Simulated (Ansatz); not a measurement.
Working through vertical spin-state energies of IIn

Computed with Ansatz's Python interface.

Typed at the interpreter:
```pycon
>>> import ansatz as az
>>> geometry_ang = [
...     ('In', (0.0, 0.0, 0.0)),
...     ('I', (0.0, 0.0, 2.7)),
... ]
>>> molecule = az.Crystal.molecule()
>>> for symbol, xyz in geometry_ang:
...     molecule = molecule.atom(symbol, xyz)
...
>>> base = (
...     molecule.calculation()
...     .basis(gaussian='x2c-TZVPPall')  # atom-centred Gaussian functions
...     .functional('pbe')
... )
>>> found = {}
>>> for unpaired in [0, 2]:
...     data = base.spin('collinear', total=unpaired).run(threads=1, backend='cpu').report
...     s = unpaired / 2
...     found[unpaired] = data['free_energy_ev']
...     print(f'2S+1 = {unpaired + 1}: E = {found[unpaired]:.5f} eV, <S^2> = {abs(data["mean_field"]["state"]["spin_squared"]):.3f} (pure state {s * (s + 1):.2f})')
...
2S+1 = 1: E = -353641.34452 eV, <S^2> = 0.000 (pure state 0.00)
2S+1 = 3: E = -353638.25748 eV, <S^2> = 2.003 (pure state 2.00)
>>> lowest = min(found, key=found.get)
>>> for unpaired, e in found.items():
...     print(f'multiplicity {unpaired + 1}: {(e - found[lowest]):.3f} eV above the lowest')
...
multiplicity 1: 0.000 eV above the lowest
multiplicity 3: 3.087 eV above the lowest
```

In order: multiplicity 1 (+0.00 eV) and multiplicity 3 (+3.09 eV), all at the one geometry.

What to keep in mind:
- Total energies depend on the basis set; only differences at equal settings carry meaning.
- The geometry is a force-field or estimated start, not a minimum of this method, and the basis set is short of its limit. All parts are taken at fixed geometry, without zero-point energy.
- Spin-orbit coupling, which mixes and shifts the spin states of heavy atoms, is left out.
- The spin state was assumed, and another may lie lower.
- Hardware and time: 34 s on 1 thread of Arm Neoverse V1 (shared host), peak memory 0.32 GiB.
